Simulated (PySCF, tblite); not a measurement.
# C3H12BNSi: geometry, infrared bands and NMR shifts

What infrared bands and NMR shifts should C3H12BNSi (`B[SiH2]NC(C)C`) show?

Computed with tblite 0.8.0 and PySCF 2.14.0, with density-fitted response routines of our own, on a single molecule in the gas phase. Atoms count from 0, in the outputs and in this text.

### Step 1. The molecule as given

18 atoms, charge 0, multiplicity 1; geometry from: force field or distance geometry start.

Bonds of the start (Å): B0–Si1 1.95, Si1–N2 1.78, N2–C3 1.48, C3–C4 1.52, C3–C5 1.54, B0–H6 1.19, B0–H7 1.18, Si1–H8 1.48, Si1–H9 1.48, N2–H10 1.05, C3–H11 1.12, C4–H12 1.11, C4–H13 1.10, C4–H14 1.12, C5–H15 1.10, C5–H16 1.11, C5–H17 1.11.

### Step 2. Optimising the geometry with GFN2-xTB

Job settings and geometry (Å):

```
{"job": {"kind": "relax", "xc": "GFN2-xTB", "basis": "xTB"}, "charge": 0, "multiplicity": 1}
B      3.394300     0.104000    -0.128900
Si     1.655700    -0.447200     0.551100
N      0.359100     0.372900    -0.358400
C     -0.975000     0.151300     0.234000
C     -1.964100     1.215700    -0.226900
C     -1.510300    -1.244000    -0.150900
H      3.443600     0.881500    -1.024100
H      4.383900    -0.319400     0.350300
H      1.552500    -1.912500     0.409600
H      1.568600    -0.093200     1.988600
H      0.575300     1.393400    -0.294600
H     -0.925400     0.210200     1.355300
H     -1.627700     2.224600     0.101700
H     -2.964800     1.038900     0.200000
H     -2.046200     1.216800    -1.340700
H     -1.525700    -1.353300    -1.241400
H     -0.867200    -2.039500     0.285100
H     -2.535400    -1.393800     0.245200
```

On the command line:

```console
> OMP_NUM_THREADS=1 python probes_run.py task.json out
```

This one command runs all jobs of the session in turn.

**Question.** This job is followed by: GFN2-xTB harmonic vibrations, gas phase; GIAO PBE0/pcSseg-1 NMR shielding, non-relativistic, gas phase. Predict these results of the whole session: strongest single infrared mode (GFN2-xTB); zero-point energy (GFN2-xTB); ¹³C shifts against TMS (PBE0/pcSseg-1, means over atoms taken as alike); ¹H shifts against TMS (PBE0/pcSseg-1, means over atoms taken as alike); ¹¹B shifts against BF3·OEt2 (PBE0/pcSseg-1); ²⁹Si shifts against TMS (PBE0/pcSseg-1); ¹⁵N shifts against NH3 (PBE0/pcSseg-1).

**Answer**, as computed:

| quantity | value |
| --- | --- |
| strongest single infrared mode (GFN2-xTB) | 2010 cm⁻¹, 417 km/mol |
| zero-point energy (GFN2-xTB) | 90.9 kcal/mol |
| ¹³C shifts against TMS (PBE0/pcSseg-1, means over atoms taken as alike) | 49.8, 28.2 ppm |
| ¹H shifts against TMS (PBE0/pcSseg-1, means over atoms taken as alike) | 10.73, 5.33, 2.79, 1.17, -0.52 ppm |
| ¹¹B shifts against BF3·OEt2 (PBE0/pcSseg-1) | 118.9 ppm |
| ²⁹Si shifts against TMS (PBE0/pcSseg-1) | -53.3 ppm |
| ¹⁵N shifts against NH3 (PBE0/pcSseg-1) | 42.9 ppm |

What this shows: The optimisation took 132 steps and gained 0.436 eV; among the close pairs (by a distance rule), Si1–N2 changed most, from 1.784 to 1.723 Å. No mode is imaginary among the 48: a minimum at this level. The strongest single mode, at 2010 cm⁻¹, moves mainly H8. GFN2-xTB is a fitted tight-binding method: band positions and strengths are rough. Its intensities can rank the bands wrongly. At PBE0/pcSseg-1: The largest span, 294 ppm, is at B0, where the paramagnetic term is -217 ppm.
